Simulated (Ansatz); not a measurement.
Crystal: CaCuH2.

```
Ca Cu H
1.0
     1.94524    1.12309    4.35738
    -1.94524    1.12309    4.35738
     0.00000   -2.24617    4.35738
Ca Cu H
1 1 2
Direct
  0.50000 0.50000 0.50000
  0.00000 0.00000 0.00000
  0.88181 0.88181 0.88181
  0.11819 0.11819 0.11819
```

The cell was built by a generator and needn't be a form met in nature.

* Program: Ansatz 0.2.0
* Task: relaxation of cell and atoms
* Functional: PBE
* Dispersion: D3(BJ)
* Potentials or basis: Ansatz PAW
* Cutoff: 420 eV (not typed: the program's choice for these potentials)
* k mesh: 6 × 6 × 6
* Occupations: fermi-dirac, width 0.05 eV
* Spin: no spin polarisation

At the start: volume 14.28 Å³/atom.

Question: How do energy, volume and symmetry change on relaxing?

Answer: It ends after 6 steps and the volume is 13.49 Å³/atom (-5.5 %); space group R-3m (No. 166, to 0.05 Å).

The path:
```csv
step,energy change (eV),largest force (eV/Å),volume (Å³)
1,0.0000,0.0123,57.12
2,-0.0089,0.0820,51.44
3,-0.0253,0.0201,54.17
4,-0.0254,0.0174,54.08
5,-0.0256,0.0004,53.95
6,-0.0240,0.0010,53.95
```

Final structure:
```
CELL_PARAMETERS angstrom
1.91119 1.10343 4.26386
-1.91119 1.10343 4.26386
0.00000 -2.20685 4.26386
ATOMIC_POSITIONS crystal
Ca 0.50000 0.50000 0.50000
Cu 0.00000 0.00000 0.00000
H 0.87967 0.87967 0.87967
H 0.12033 0.12033 0.12033
```

Caveat: the plane-wave basis is chosen anew once the cell has moved, so the energies of steps on either side of that aren't comparable; pairwise dispersion overbinds metals, which lowers pressure and volume.
